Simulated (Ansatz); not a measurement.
The system is TiMo3.

```
CELL_PARAMETERS angstrom
-1.58260 2.21052 4.47508
1.58260 -2.21052 4.47508
1.58260 2.21052 -4.47508
ATOMIC_POSITIONS crystal
Mo 0.00000 0.50000 0.50000
Mo 0.24341 0.24341 0.00000
Mo 0.75659 0.75659 0.00000
Ti 0.50000 0.00000 0.50000
```

The cell comes from a database or a generator and needn't be the stable form of this composition.

- Program: Ansatz 0.2.0
- Task: single point
- Functional: PBEsol
- Potentials or basis: all-electron LAPW, scalar-relativistic
- Cutoff: 258 eV (chosen from the basis error)
- Basis error allowed: 0.001 eV/atom
- k mesh: 10 × 10 × 10
- Occupations: fermi-dirac, width 0.05 eV
- Spin: no spin polarisation

On this cell: pressure -5.5 GPa; largest force 0.026 eV/Å; band gap on the k mesh none (metal or under the smearing width).

The same run follows on a disturbed copy (atoms moved at random, drawn with an rms of 0.05 Å):

```
Mo Ti
1.0
    -1.58260    2.21052    4.47508
     1.58260   -2.21052    4.47508
     1.58260    2.21052   -4.47508
Mo Ti
3 1
Cartesian
  1.5659 -0.0085 -0.0278
  -0.0087 -0.0141 2.2048
  -0.0269 0.0364 6.8029
  -0.0023 2.1919 -0.0187
```

Problem. What does the disturbed cell give?

Solution. The energy (extrapolated to zero smearing) moves by +11.9 meV/atom; pressure -5.1 GPa; largest force 0.904 eV/Å; band gap on the k mesh none (metal or under the smearing width).

Forces on the atoms (eV/Å):
```
Mo   0.051  0.046  0.700
Mo  -0.085  0.360 -0.450
Mo   0.165 -0.636 -0.621
Ti  -0.132  0.229  0.372
```

Stress tensor (GPa, compression positive):
```
-5.64 -0.01  0.01
-0.01 -4.61  0.20
 0.01  0.20 -4.90
```
